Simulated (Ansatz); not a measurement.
# SiH2SeNF: geometry optimisation

The task: find the minimum of SiH2SeNF nearest to the start.

Computed with Ansatz 0.2.0. Level: RHF/def2-SVPD.

### Step 1. Starting geometry

SMILES `N=[Si](F)[SeH]`, 6 atoms, charge 0, spin multiplicity 1.

Atoms are counted from 1 here; the program's logs count them from 0.

Bond lengths: N1–Si2 1.612 Å, N1–H5 1.025 Å, Si2–F3 1.638 Å, Si2–Se4 2.264 Å, Se4–H6 1.487 Å. Angles: Si2–N1–H5 119.9°, N1–Si2–F3 118.3°, N1–Si2–Se4 139.9°, F3–Si2–Se4 101.8°, Si2–Se4–H6 90.6°.

As a file:

| atom | x (Å) | y (Å) | z (Å) |
| --- | --- | --- | --- |
| N1 | 1.53154 | 0.28179 | -0.53387 |
| Si2 | 0.31323 | -0.44012 | 0.23540 |
| F3 | 0.63518 | -1.79336 | 1.10084 |
| Se4 | -1.91407 | -0.20068 | 0.56275 |
| H5 | 1.35795 | 1.12955 | -1.08285 |
| H6 | -1.92385 | 1.02282 | -0.28227 |

### Step 2. Relaxation

Contents of input.yaml:

```yaml
crystal:
  periodic: [false, false, false]
  atoms:
    - { symbol: "N", position_ang: [1.531542, 0.281794, -0.533865] }
    - { symbol: Si, position_ang: [0.313233, -0.440117, 0.235402] }
    - { symbol: F, position_ang: [0.635184, -1.79336, 1.100835] }
    - { symbol: Se, position_ang: [-1.91407, -0.200681, 0.56275] }
    - { symbol: H, position_ang: [1.357954, 1.129546, -1.082854] }
    - { symbol: H, position_ang: [-1.923852, 1.022818, -0.282267] }
basis:
  gaussian: { orbitals: def2-SVPD }
hamiltonian:
  xc: hf
output:
  forces: true
relax:
  f_tol: 0.003
  max_steps: 120
```

Command:

```sh
$ ansatz run input.yaml --threads 1 --pin off --max-ram 2560MiB --backend cpu --events-out ev --progress --plain --runs-dir out
```

Q: Predict the outcome of this session. Wanted: energy gained; root mean square move; dipole moment.

The runs gave:

| quantity | value |
| --- | --- |
| energy gained | 0.1484 eV |
| root mean square move | 0.059 Å |
| dipole moment | 3.25 D |

Bond lengths: N1–Si2 1.555 Å, N1–H5 0.995 Å, Si2–F3 1.593 Å, Si2–Se4 2.235 Å, Se4–H6 1.456 Å. Angles: Si2–N1–H5 133.6°, N1–Si2–F3 121.3°, N1–Si2–Se4 136.0°, F3–Si2–Se4 102.8°, Si2–Se4–H6 93.5°. No frequencies were computed here.
